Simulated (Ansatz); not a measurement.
## BBrFHSeSi, SMILES F[SiH]1[Se]B1Br: a geometry optimisation, step by step

With Ansatz 0.2.0, Python API.

`bbrfhsesi.xyz`
```text
6

F    -1.39670    1.35220    0.55500
Si   -0.60160   -0.05940    0.65180
Se    1.39350    0.22170    1.14500
B     0.83650   -0.26940   -0.79520
Br    1.06130   -0.05720   -2.77290
H    -1.25090   -1.25190    1.17010
```

Run as a notebook:

In [1]:
```python
import itertools

import ansatz
from ase.data import atomic_numbers, covalent_radii
import numpy as np
```

In [2]:
```python
system = ansatz.Crystal.molecule_from_extxyz('bbrfhsesi.xyz')
```

In [3]:
```python
setup = system.calculation()
setup = setup.basis(gaussian='def2-SVP').functional('hf')
symbols = [site.symbol for site in system.cartesian_sites]
start = np.array([site.position_ang for site in system.cartesian_sites], dtype=float)
def progress(event):
    if event['event'] == 'relax_step':
        row = event['data']
        print(f'step {row["step"]:3d}  E = {row["lagrangian_ev"]:.6f} eV  largest force component {row["allowed_force_max_ev_ang"]:.4f} eV/A')
```

In [4]:
```python
r = setup.relax(force_tolerance=0.005, max_steps=100).session().plan().execute(on_event=progress).report
end = np.array(r['positions_ang'])
```
```text
step   1  E = -146537.318379 eV  largest force component 4.5433 eV/A
step   2  E = -146538.388051 eV  largest force component 1.4405 eV/A
step   3  E = -146538.641999 eV  largest force component 0.5058 eV/A
step   4  E = -146538.652618 eV  largest force component 0.5155 eV/A
step   5  E = -146538.659062 eV  largest force component 0.0900 eV/A
step   6  E = -146538.661251 eV  largest force component 0.0585 eV/A
step   7  E = -146538.660701 eV  largest force component 0.0833 eV/A
step   8  E = -146538.661532 eV  largest force component 0.0792 eV/A
step   9  E = -146538.661740 eV  largest force component 0.0163 eV/A
step  10  E = -146538.661745 eV  largest force component 0.0096 eV/A
step  11  E = -146538.661750 eV  largest force component 0.0018 eV/A
```

In [5]:
```python
print(f'E = {r["free_energy_ev"]:.6f} eV = {r["free_energy_ev"] / 27.211386246:.7f} Ha')
print('converged:', r['converged'], ' doubts:', r['published_state_doubts'] or 'none')
```
```text
E = -146538.661750 eV = -5385.1964918 Ha
converged: True  doubts: none
```

In [6]:
```python
# pairs closer than 1.2 times the sum of covalent radii, before or after
radius = [covalent_radii[atomic_numbers[s]] for s in symbols]
span = lambda where, i, j: np.linalg.norm(where[i] - where[j])
bonded = [(i, j) for i, j in itertools.combinations(range(len(symbols)), 2) if min(span(start, i, j), span(end, i, j)) < 1.2 * (radius[i] + radius[j])]
print('pair        before    after (A)')
for i, j in bonded:
    print(f'{symbols[i]}{i}-{symbols[j]}{j}'.ljust(10), f'{span(start, i, j):8.4f} {span(end, i, j):8.4f}')
with open('bbrfhsesi_opt.xyz', 'w') as handle:
    handle.write(f'{len(symbols)}\nrelaxed BBrFHSeSi\n')
    handle.writelines(f'{s:2s} {x:11.6f} {y:11.6f} {z:11.6f}\n' for s, (x, y, z) in zip(symbols, end))
```
```text
pair        before    after (A)
F0-Si1       1.6230   1.6046
Si1-Se2      2.0743   2.2835
Si1-B3       2.0509   1.9322
Si1-H5       1.4534   1.4628
Se2-B3       2.0775   1.9337
B3-Br4       2.0017   1.8960
```

File `bbrfhsesi_opt.xyz` afterwards:
```text
6
relaxed BBrFHSeSi
F    -1.568647    1.251860    0.796650
Si   -0.658854   -0.044825    0.540492
Se    1.588428    0.182768    0.875576
B     0.707418   -0.082088   -0.825243
Br    1.307987   -0.201207   -2.619637
H    -1.334233   -1.170508    1.185961
```

Caveats:
- Total energies depend on the basis set; only differences at equal settings carry meaning.
- The end point is the stationary point reached from this start; no frequency run checks that it is a minimum, and the basis set is modest.
- Timing: 56 s on 1 thread of Arm Neoverse V1, on a shared host, peak memory 0.37 GiB.

(Lines on the test bed's own set-up are left out of the output.)
